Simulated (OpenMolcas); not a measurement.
# BNH3OF (SMILES NB(O)F) at 6 levels

We compute a comparison of 6 runs (HF/3-21G, HF/6-311+G**, BHLYP/6-311+G**, M06-2X/6-311+G**, revPBE/6-311+G**, CCSD(T)/6-311+G**) of BNH3OF. 

Program for the calculation: OpenMolcas 26.06.

1 further run of the same task is left out (set aside as unsound or not needed).

### 1 The structure to begin with

BNH3OF: 7 atoms, total charge 0, spin state singlet. SMILES: `NB(O)F`. The shape is that of a PBE0-D4/def2-TZVP optimisation. This is one conformer, not always the lowest.

Bond lengths: N1–B2 1.406 Å, B2–O3 1.363 Å, B2–F4 1.337 Å, N1–H5 1.004 Å, N1–H6 1.003 Å, O3–H7 0.957 Å. Angles: N1–B2–O3 125.7°, N1–B2–F4 118.3°, O3–B2–F4 116.0°, B2–N1–H5 121.1°, B2–N1–H6 124.7°, B2–O3–H7 114.6°, H5–N1–H6 114.2°.

### 2 Energy and gradient at HF/3-21G (run 1)

calc.input reads:

```
* BFH3NO Hartree-Fock

&GATEWAY
  BASLIB=$CurrDir
  COORD
  7
  angstrom
  N       -0.531800       0.753400      -0.032100
  B        0.039300      -0.505700      -0.288800
  O        1.106300      -1.044300       0.367000
  F       -0.494800      -1.258200      -1.256300
  H       -1.320400       1.081700      -0.559700
  H       -0.210100       1.394300       0.668500
  H        1.472700      -0.489200       1.055700
  BASIS=3-21G
  GROUP=NoSym

&SEWARD

&SCF
  THRESHOLDS=1e-10 1e-07 1e-07 1e-05
  PRORBITALS=1 1

&ALASKA
```

The basis set 3-21G is read from a file made from the Basis Set Exchange's data (not shown).

Run with:

```console
$ export MOLCAS_MEM=1860
$ pymolcas calc.input > calc.log
```

Log:

```text
--- Start Module: gateway ---
[...]
--- Stop Module: gateway /rc=_RC_ALL_IS_WELL_ ---
[...]
      Basis functions           42
[...]
--- Start Module: scf ---
[...]
       Convergence after  13 Iterations
[...]
::    Total SCF energy                               -253.9649031987
[...]
      Total spin, S                                     0.0000000000
[...]
      Total electronic charge=   32.000000
      Total            charge=   -0.000000
[...]
      Dipole Moment (debye):
      Origin of the operator (angstrom)=    0.0194   -0.5334   -0.3245
                   X= -8.4470E-02               Y=  3.7643E+00               Z=  2.2787E+00           Total=  4.4011E+00
      Quadrupole Moment (debye*angstrom):
[...]
--- Stop Module: scf /rc=_RC_ALL_IS_WELL_ ---
--- Start Module: alaska ---
[...]
 *              Molecular gradients               *
 **************************************************
  Irreducible representation: a
 ------------------------------------------------------------------------------------------
                              X                       Y                       Z
 ------------------------------------------------------------------------------------------
  N1                3.63448954899992E-03   -1.18032806043509E-02   -4.02442643304579E-03
  B2                6.49379236213282E-03   -3.53947661480269E-03    3.78470136536935E-03
  O3               -8.20599355852458E-03   -1.53973417381614E-03   -8.58587756603146E-03
  F4                8.77139190598886E-03    1.07017673918381E-02    1.48745932872458E-02
  H5               -3.58875735413156E-03    1.75153352999113E-03   -2.22604787956127E-03
  H6                1.57779150680248E-03    2.25586841823544E-03    2.89147979999793E-03
  H7               -8.68271441126511E-03    2.17332205289278E-03   -6.71442257399368E-03
 ------------------------------------------------------------------------------------------
--- Stop Module: alaska /rc=_RC_ALL_IS_WELL_ ---
[...]
```

Wall time 2.2 s (1 thread of Arm Neoverse V2, shared host); peak memory 0.37 GiB.

### 3 Energy and forces at HF/6-311+G(d,p) (run 2)

job.input reads:

```
>>> EXPORT MOLCAS_PRINT=2

&GATEWAY
  BasLib = $CurrDir
  BasisSet
  N.6-311pGss....
  N1 -0.531800 0.753400 -0.032100 angstrom
  End of Basis
  BasisSet
  B.6-311pGss....
  B2 0.039300 -0.505700 -0.288800 angstrom
  End of Basis
  BasisSet
  O.6-311pGss....
  O3 1.106300 -1.044300 0.367000 angstrom
  End of Basis
  BasisSet
  F.6-311pGss....
  F4 -0.494800 -1.258200 -1.256300 angstrom
  End of Basis
  BasisSet
  H.6-311pGss....
  H5 -1.320400 1.081700 -0.559700 angstrom
  H6 -0.210100 1.394300 0.668500 angstrom
  H7 1.472700 -0.489200 1.055700 angstrom
  End of Basis

&SEWARD

&SCF
  Thresholds = 1e-10 1e-07 1e-07 1e-05
  PrOrbitals = 1 2

&ALASKA
```

The basis set 6-311+G** is read from a file made from the Basis Set Exchange's data (not shown).

Run with:

```console
$ export MOLCAS_MEM=1860
$ pymolcas job.input > job.log
```

Log:

```text
--- Start Module: gateway ---
[...]
--- Stop Module: gateway /rc=_RC_ALL_IS_WELL_ ---
[...]
      Basis functions          106
[...]
--- Start Module: scf ---
[...]
       Convergence after  14 Iterations
[...]
::    Total SCF energy                               -255.4293506623
[...]
      Total spin, S                                     0.0000000000
[...]
      Total electronic charge=   32.000000
      Total            charge=   -0.000000
[...]
      Dipole Moment (debye):
      Origin of the operator (angstrom)=    0.0194   -0.5334   -0.3245
                   X= -2.5103E-02               Y=  3.3408E+00               Z=  2.0686E+00           Total=  3.9295E+00
      Quadrupole Moment (debye*angstrom):
[...]
--- Stop Module: scf /rc=_RC_ALL_IS_WELL_ ---
[...]
--- Start Module: alaska ---
[...]
 *              Molecular gradients               *
 **************************************************
  Irreducible representation: a
 ------------------------------------------------------------------------------------------
                              X                       Y                       Z
 ------------------------------------------------------------------------------------------
  N1                3.70339311713197E-03   -7.18948465725955E-03   -1.05722121092677E-03
  B2               -3.18214572916009E-03    6.74502761086471E-03    1.19214949936008E-03
  O3                2.95403656116022E-04   -1.72503093279568E-02   -1.05126923126555E-02
  F4               -2.89769762705738E-03   -5.04232257423354E-03   -5.82472916699395E-03
  H5               -8.21506980104258E-03    3.53922045328781E-03   -5.41401469778302E-03
  H6                3.15164598806450E-03    6.74415379137860E-03    7.15952146859511E-03
  H7                7.14447039594646E-03    1.24537147039367E-02    1.44569864203774E-02
 ------------------------------------------------------------------------------------------
--- Stop Module: alaska /rc=_RC_ALL_IS_WELL_ ---
[...]
```

Run time: 13 s. Hardware: 1 thread of Arm Neoverse V2, shared host; peak memory 0.61 GiB.

Runs 3 to 5 aren't shown in full; the table further down has their settings and results.

### 4 The energy at CCSD(T)/6-311+G(d,p) (Cholesky decomposition) (run 6)

test.inp reads:

```
&GATEWAY
BasLib=$CurrDir
Coord
7
angstrom
N       -0.531800       0.753400      -0.032100
B        0.039300      -0.505700      -0.288800
O        1.106300      -1.044300       0.367000
F       -0.494800      -1.258200      -1.256300
H       -1.320400       1.081700      -0.559700
H       -0.210100       1.394300       0.668500
H        1.472700      -0.489200       1.055700
Basis=6-311pGss
Group=NoSym
&SEWARD
High
&SCF
Thresholds=1e-10 1e-07 1e-07 1e-05
PrOrbitals=1
&CHCC
Frozen=4
Threshold=1e-08
MaxIterations=80
&CHT3
Frozen=4
```

The basis set 6-311+G** is read from a file made from the Basis Set Exchange's data (not shown).

Run with:

```console
$ export MOLCAS_MEM=1860
$ pymolcas test.inp > test.log
```

Log:

```text
--- Start Module: gateway ---
[...]
--- Stop Module: gateway /rc=_RC_ALL_IS_WELL_ ---
[...]
      Basis functions          106
[...]
       Convergence after  14 Iterations
[...]
::    Total SCF energy                               -255.4293506363
[...]
      Total spin, S                                     0.0000000000
[...]
      Total electronic charge=   32.000000
      Total            charge=   -0.000000
[...]
      Dipole Moment (debye):
      Origin of the operator (angstrom)=    0.0194   -0.5334   -0.3245
                   X= -2.5103E-02               Y=  3.3408E+00               Z=  2.0686E+00           Total=  3.9295E+00
      Quadrupole Moment (debye*angstrom):
[...]
--- Start Module: chcc ---
[...]
--- Stop Module: chcc /rc=_RC_ALL_IS_WELL_ ---
[...]
--- Start Module: cht3 ---
[...]
--- Stop Module: cht3 /rc=_RC_ALL_IS_WELL_ ---
[...]
```

Run time: 5.7 min. Hardware: 1 thread of Arm Neoverse V2, shared host; peak memory 0.22 GiB.

### 5 The series

```csv
run,level,integration grid,integral approximation,energy (Eh),dipole moment (D) of the reference,HOMO energy (eV),LUMO energy (eV),wall time
1,HF/3-21G,–,none,-253.964903,4.40,-11.65,6.50,2.2 s
2,HF/6-311+G**,–,none,-255.429351,3.93,-11.92,1.13,13 s
3,BHLYP/6-311+G**,UltraFine,none,-256.603847,3.86,-9.65,-0.02,38 s
4,M06-2X/6-311+G**,UltraFine,none,-256.628591,3.80,-9.70,-0.29,50 s
5,revPBE/6-311+G**,UltraFine,none,-256.629403,3.65,-6.63,-1.03,39 s
6,CCSD(T)/6-311+G** (Cholesky decomposition),–,CD high,-256.139911,3.93,-11.92,1.13,5.7 min
```

### 6 What came out

| quantity | value |
| --- | --- |
| run 6: total energy | -256.13991 Eh |
| run 6: dipole moment (mean-field density) | 3.93 D |
| run 6: HOMO energy (Hartree–Fock orbitals) | -11.92 eV |
| run 6: LUMO energy (Hartree–Fock orbitals) | 1.13 eV |
| run 6: HOMO–LUMO gap (Hartree–Fock orbitals) | 13.04 eV |
| run 6: correlation energy (4 core orbitals frozen) | -710.6 mEh |
| run 6: (T) correction | -19.89 mEh |

**Reading.** Over runs 1, 2, 3, 4, 5 the dipole moment (its size) runs from 3.65 D (revPBE/6-311+G**) to 4.40 D (HF/3-21G). The two ends differ in method and basis. Over runs 1, 2, 3, 4, 5 the HOMO–LUMO gap runs from 5.61 eV (revPBE/6-311+G**) to 18.15 eV (HF/3-21G). Totals of different functionals can't be ranked against each other. All runs together took 8 min, the longest 5.7 min.
